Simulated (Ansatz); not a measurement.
## Hf2Pd2Se2Br2O3 in Ansatz: the effect of Hubbard term

Hf2Pd2Se2Br2O3:

```
Hf Pd Se Br O
1.0
     7.67722   -1.70971    0.00000
     7.67722    1.70971    0.00000
    -3.99941    0.00000   12.58754
Hf Pd Se Br O
2 2 2 2 3
Direct
  0.05486 0.05486 0.93856
  0.39372 0.39372 0.71691
  0.82080 0.82080 0.49036
  0.67714 0.67714 0.25693
  0.07768 0.07768 0.15435
  0.21009 0.21009 0.41200
  0.41355 0.41355 0.95480
  0.75396 0.75396 0.71349
  0.40299 0.40299 0.57873
  0.61446 0.61446 0.92698
  0.96906 0.96906 0.77831
```

The cell was built by a generator and needn't be a form met in nature.

Alike in all runs:

* Program: Ansatz 0.2.0
* Task: projected density of states
* Functional: PBE
* Potentials or basis: Ansatz PAW
* Cutoff: 420 eV (not typed: the program's choice for these potentials)
* k mesh: 8 × 8 × 2
* Occupations: fermi-dirac, width 0.05 eV
* Spin: no spin polarisation
* Hubbard projectors: ortho-atomic (the default)
* Double counting: fll (the default)

```tsv
Hubbard term	gap on the mesh (eV)	pressure (GPa)	largest force (eV/Å)
Hf d U = 2 eV, Pd d U = 2 eV	1.06	0.6	0.18
Hf d U = 4 eV, Pd d U = 4 eV	1.20	1.3	0.37
Hf d U = 6 eV, Pd d U = 6 eV	1.27	2.1	0.56
Hf d U = 8 eV, Pd d U = 8 eV	?	?	?
```

**Question.** What does the run with Hubbard term Hf d U = 8 eV, Pd d U = 8 eV give?

**Answer.** gap on the mesh 1.29 eV; pressure 3.0 GPa; largest force 0.76 eV/Å.

Worked out: A straight line through the other rows of the gap on the mesh, of slope 0.0525 eV per eV, extrapolates to 1.39 eV, against the run's 1.29. The fit is too stiff a form for this range. A straight line through the other rows of the pressure, of slope 0.375 GPa per eV, extrapolates to 2.8 GPa, against the run's 3.0. A straight line through the other rows of the largest force, of slope 0.095 eV/Å per eV, extrapolates to 0.75 eV/Å, against the run's 0.76.

Caveats: spin-orbit coupling is left out, which moves the levels of the heavy elements; the density of states is complete only up to the lowest level of the last band computed.

A k mesh can miss the band edges.
